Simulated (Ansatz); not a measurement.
Working through an SCF with error handling of Li₃Zn, space group Fm-3m

With Ansatz 0.2.0, Python API.

Input file `li3zn.extxyz`:
```text
4
Lattice="0.0 3.17186115 3.17186115 3.17186115 0.0 3.17186115 3.17186115 3.17186115 0.0" Properties=species:S:1:pos:R:3 pbc="T T T"
Li    1.58593057    1.58593057    1.58593057
Li    4.75779172    4.75779172    4.75779172
Li    3.17186115    3.17186115    3.17186115
Zn    0.00000000    0.00000000    0.00000000
```

Run as a notebook:

**Cell 1**
```python
import ansatz as az
```

**Cell 2**
```python
cell = az.Crystal.from_extxyz("li3zn.extxyz")
```

**Cell 3**
```python
job = (
    cell.calculation()
    .mixing("broyden", preconditioner="resta")
    .basis(19 * az.Ha, density_ratio=4)
    .functional(az.Functional.R2SCAN)
    .pseudopotentials("paw")
    .scf(lower_state_search="standard")
    .kpoints(spacing=0.38)
    .occupations(az.OccupationsMethod.FERMI_DIRAC, width=0.1)
)
```

**Cell 4**
```python
token = az.CancelToken()
```

**Cell 5**
```python
def watch(event):
    if event["event"] == "scf_iter":
        row = event["data"]
        print(f"iteration {row['iter']:2d}  Harris-Foulkes {row['harris_foulkes_ev']:.5f} eV  residual {row['dr2_ev']:.2e} eV")
        if row["dr2_ev"] < 1e-3:
            token.cancel()


try:
    job.session().plan().execute(on_event=watch, cancel=token)
    print("finished before the stop was seen")
except az.CancelledError:
    print("stopped by the token")
```
Output:
```text
iteration  1  Harris-Foulkes -3941.40596 eV  residual 5.23e-02 eV
iteration  2  Harris-Foulkes -3941.40395 eV  residual 1.42e-02 eV
iteration  3  Harris-Foulkes -3941.39601 eV  residual 1.05e-03 eV
iteration  4  Harris-Foulkes -3941.39597 eV  residual 1.05e-04 eV
stopped by the token
```

These settings explore the input space; cutoff and mesh may be short of convergence. The structure comes from a database of computed cells and needn't be a stable or known phase. The whole script took 2.4 s on 1 thread of Arm Neoverse V1 (shared host), peak memory 0.46 GiB.

(Lines on the test bed's own set-up are left out of the output.)
